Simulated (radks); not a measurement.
**Exchange and kinetic functionals tested on atomic densities: He⁺, Ca, Ti⁴⁺, Li, P, Tc**

Aim: take each self-consistent density and evaluate many functionals on it, against the exact exchange and kinetic energies of the same orbitals. Every spin shell is full or empty, so the densities are truly spherical.

Method: non-relativistic Kohn-Sham, PBE, spin-polarised, spherical densities, point nucleus; open shells are filled with parallel spins first. Code: radks (a radial shooting solver on a logarithmic mesh, Libxc functionals) version 1.

### 1 The atom as given

```
species : He⁺ (1s1), Ca ([Ar] 4s2), Ti⁴⁺ ([Ar]), Li ([He] 2s1), P ([Ne] 3s2 3p3), Tc ([Kr] 4d5 5s2)
```

### 2 He⁺, 1s1

Input:

```text
Z 2
configuration 1s1
relativity non-relativistic
functional pbe,pbe
spin polarised
nucleus point
```

### 3 Ca, [Ar] 4s2

Input:

```text
Z 20
configuration [Ar] 4s2
relativity non-relativistic
functional pbe,pbe
spin polarised
nucleus point
```

### 4 Ti⁴⁺, [Ar]

Input:

```text
Z 22
configuration [Ar]
relativity non-relativistic
functional pbe,pbe
spin polarised
nucleus point
```

### 5 Li, [He] 2s1

Input:

```text
Z 3
configuration [He] 2s1
relativity non-relativistic
functional pbe,pbe
spin polarised
nucleus point
```

### 6 P, [Ne] 3s2 3p3

Input:

```text
Z 15
configuration [Ne] 3s2 3p3
relativity non-relativistic
functional pbe,pbe
spin polarised
nucleus point
```

### 7 Tc, [Kr] 4d5 5s2

Input:

```text
Z 43
configuration [Kr] 4d5 5s2
relativity non-relativistic
functional pbe,pbe
spin polarised
nucleus point
```

What does the calculation give? Wanted: for each run, error in magnitude; He⁺; Ca; Ti⁴⁺; Li; P; Tc.

The runs gave:

| error in magnitude (%) | He⁺ | Ca | Ti⁴⁺ | Li | P | Tc |
| --- | --- | --- | --- | --- | --- | --- |
| exchange, LDA | -14.13 | -7.36 | -7.29 | -13.51 | -8.08 | -5.15 |
| exchange, PW86 | -0.11 | +0.45 | +0.32 | +0.69 | +0.55 | -0.07 |
| exchange, OPTX | -0.44 | +0.16 | +0.22 | +0.09 | +0.03 | +1.08 |
| exchange, WC | -3.86 | -1.42 | -1.44 | -3.19 | -1.61 | -0.89 |
| exchange, AM05 | -10.91 | -6.54 | -6.45 | -10.45 | -7.04 | -4.77 |
| exchange, SOGGA | -6.39 | -3.29 | -3.29 | -5.70 | -3.56 | -2.38 |
| exchange, EV93 | +3.99 | +0.90 | +0.75 | +4.90 | +1.35 | -0.16 |
| exchange, TPSS | +0.11 | +0.17 | +0.12 | +0.48 | +0.25 | -0.20 |
| exchange, MS2 | +0.15 | +0.01 | -0.04 | +0.62 | +0.14 | -0.50 |
| kinetic, Thomas-Fermi | -8.61 | -6.94 | -6.86 | -10.26 | -7.37 | -5.53 |
| kinetic, von Weizsacker | -0.00 | -43.34 | -44.61 | -2.71 | -38.08 | -56.30 |
| kinetic, TF + vW | +91.39 | +49.72 | +48.52 | +87.03 | +54.55 | +38.17 |
| kinetic, revAPBEK | +2.78 | +0.51 | +0.43 | +1.14 | +0.70 | +0.34 |
| kinetic, Perdew 92 | +2.52 | -0.64 | -0.70 | +0.57 | -0.48 | -0.66 |
| kinetic, Thakkar | +2.24 | -0.21 | -0.29 | +0.59 | +0.00 | -0.51 |
| kinetic, LKT | +62.22 | +27.92 | +27.12 | +57.62 | +31.39 | +20.36 |
| kinetic, DePristo-Kress | +2.54 | +0.01 | -0.03 | -0.28 | +0.08 | -0.06 |
| kinetic, Ernzerhof | +6.30 | -0.13 | -0.19 | +3.36 | +0.16 | -0.37 |

What this shows: Negative means that the magnitude is too small. For exchange the mean absolute error is least for TPSS (0.22 %) and largest for LDA (9.25 %). Among the orbital-free kinetic functionals DePristo-Kress (0.50 %) does best and TF + vW (61.56 %) worst. The functionals are evaluated on one density each, not self-consistently.
